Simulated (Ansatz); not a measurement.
# Be11O11 ((BeO)11 cage of four- and six-membered rings): the cost of one run

Computed with Ansatz 0.2.0, Gaussian basis. Level: PBE/def2-SVP with D3(BJ) dispersion.

4 further runs of the same task are left out: 4 that didn't finish.

## 1. The relaxed structure

The structure was relaxed beforehand with r2SCAN-D4/def2-SVP.

22 atoms, charge 0, spin multiplicity 1.

Atoms are counted from 1 here; the program's logs count them from 0.

Bond lengths: Be1–O2 1.563 Å, Be1–O4 1.625 Å, Be1–O6 1.577 Å, O2–Be3 1.628 Å, O2–Be9 1.571 Å, Be3–O4 1.578 Å, Be3–O12 1.574 Å, O4–Be5 1.582 Å, Be5–O6 1.645 Å, Be5–O14 1.533 Å, O6–Be7 1.538 Å, Be7–O8 1.599 Å, Be7–O16 1.611 Å, O8–Be9 1.580 Å, O8–Be17 1.599 Å, Be9–O10 1.571 Å, O10–Be11 1.628 Å, O10–Be19 1.563 Å and more. Angles: O2–Be1–O4 98.8°, O2–Be1–O6 126.9°, O4–Be1–O6 99.0°, Be1–O2–Be3 80.5°, Be1–O2–Be9 117.3°, Be3–O2–Be9 111.5°, O2–Be3–O4 98.1°, O2–Be3–O12 120.3°, O4–Be3–O12 125.1°, Be1–O4–Be3 80.2°, Be1–O4–Be5 81.0°, Be3–O4–Be5 105.5°, O4–Be5–O6 97.9°, O4–Be5–O14 121.9°, O6–Be5–O14 120.5°, Be1–O6–Be5 80.5°, Be1–O6–Be7 110.6°, Be5–O6–Be7 109.8° and more.

## 2. The run

in.yaml

```yaml
crystal:
  periodic: [false, false, false]
  atoms:
    - {symbol: Be, position_ang: [0.713861, 0.782643, -2.510204]}
    - {symbol: O, position_ang: [0.870673, 1.798452, -1.332141]}
    - {symbol: Be, position_ang: [-0.748573, 1.629837, -1.328143]}
    - {symbol: O, position_ang: [-0.896717, 0.871383, -2.703656]}
    - {symbol: Be, position_ang: [-0.773095, -0.666420, -2.355086]}
    - {symbol: O, position_ang: [0.866197, -0.785284, -2.434030]}
    - {symbol: Be, position_ang: [1.425328, -1.209079, -1.065549]}
    - {symbol: O, position_ang: [2.074876, -0.210603, 0.000607]}
    - {symbol: Be, position_ang: [1.507333, 1.264115, 0.000595]}
    - {symbol: O, position_ang: [0.869861, 1.798161, 1.333058]}
    - {symbol: Be, position_ang: [-0.749382, 1.629543, 1.328040]}
    - {symbol: O, position_ang: [-1.504712, 1.252937, -0.000324]}
    - {symbol: Be, position_ang: [-1.904041, -0.283337, -0.000609]}
    - {symbol: O, position_ang: [-1.543260, -1.296742, -1.188449]}
    - {symbol: Be, position_ang: [-0.761678, -2.045897, -0.000451]}
    - {symbol: O, position_ang: [0.768482, -2.223517, -0.000013]}
    - {symbol: Be, position_ang: [1.424677, -1.209316, 1.066154]}
    - {symbol: O, position_ang: [-1.543983, -1.297000, 1.187227]}
    - {symbol: Be, position_ang: [0.712335, 0.782094, 2.510805]}
    - {symbol: O, position_ang: [-0.898361, 0.870794, 2.703297]}
    - {symbol: Be, position_ang: [-0.774528, -0.666936, 2.354475]}
    - {symbol: O, position_ang: [0.864717, -0.785815, 2.434385]}
basis:
  gaussian: {orbitals: def2-SVP}
hamiltonian: {xc: {name: PBE}, dispersion: d3bj}
md: {timestep: 2 fs, n_steps: 12, ensemble: nvt_langevin, temperature: 1500, initial_velocities: maxwell_boltzmann, friction: 0.01, seed: 781}
scf: {omitted_lower_state_checks: [starts]}
```

Launch:

```sh
ansatz run in.yaml --threads 4 --pin off --events-out ev --progress --plain --max-ram 9574MiB
```

Q: Estimate wall time and peak memory on 4 threads of Intel Xeon Platinum 8488C, shared host.

About 81 s, with a peak of 0.62 GiB.
